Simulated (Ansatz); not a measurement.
Crystal: CsLiCr2Te2S3.

```
CELL_PARAMETERS angstrom
7.28959 -2.10433 0.01772
7.28959 2.10433 0.01772
-2.53315 0.00000 7.28100
ATOMIC_POSITIONS crystal
Cs 0.50000 0.50000 0.00000
Li 0.00000 0.00000 0.50000
Cr 0.32870 0.32870 0.43300
Cr 0.67130 0.67130 0.56700
Te 0.80672 0.80672 0.17427
Te 0.19328 0.19328 0.82573
S 0.16358 0.16358 0.39713
S 0.83642 0.83642 0.60287
S 0.50000 0.50000 0.50000
```

The cell was built by a generator and needn't be a form met in nature.

```yaml
Program: Ansatz 0.2.0
Task: relaxation of cell and atoms
Functional: BLYP
Potentials_or_basis: Ansatz PAW
Cutoff: "420 eV (not typed: the program's choice for these potentials)"
k_mesh: 5 × 5 × 3
Occupations: fermi-dirac, width 0.05 eV
Spin: collinear spin, ferromagnetic start
Starting_moments: "[0.0, 0.0, 3.0, 3.0, 0.0, 0.0, 0.0, 0.0, 0.0] μB"
```

At the start: volume 24.84 Å³/atom.

Question: Where does the relaxation end?

Answer: It ends after 11 steps and the volume is 27.18 Å³/atom (+9.4 %); space group C2/m (No. 12, to 0.05 Å); moment 5.24 μB per cell.

The path:
| step | energy change (eV) | largest force (eV/Å) | volume (Å³) |
| --- | --- | --- | --- |
| 1 | 0.0000 | 0.2824 | 223.57 |
| 2 | -0.1520 | 0.1366 | 237.41 |
| 3 | -0.1666 | 0.0601 | 241.57 |
| 4 | -0.1684 | 0.0262 | 243.02 |
| 5 | -0.1690 | 0.0258 | 243.69 |
| 6 | -0.1692 | 0.0208 | 243.93 |
| 7 | -0.1694 | 0.0116 | 243.88 |
| 8 | -0.1694 | 0.0013 | 243.92 |
| 9 | -0.1749 | 0.0015 | 243.92 |
| 10 | -0.1749 | 0.0030 | 244.59 |
| 11 | -0.1750 | 0.0030 | 244.59 |

Final structure:
```
Cs Li Cr Te S
1.0
     7.43734   -2.14210    0.01364
     7.43734    2.14210    0.01364
    -2.58951    0.00000    7.67169
Cs Li Cr Te S
1 1 2 2 3
Direct
  0.50000 0.50000 0.00000
  0.00000 0.00000 0.50000
  0.32853 0.32853 0.43103
  0.67147 0.67147 0.56897
  0.80684 0.80684 0.18127
  0.19316 0.19316 0.81873
  0.16523 0.16523 0.40458
  0.83477 0.83477 0.59542
  0.50000 0.50000 0.50000
```

Caveat: the plane-wave basis is chosen anew once the cell has moved, so the energies of steps on either side of that aren't comparable; only a ferromagnetic start was run, and an antiferromagnetic order may lie lower in energy; the PAW data sets come from PBE, with cores solved anew for the run's functional, which leaves a small shift of forces and pressure.
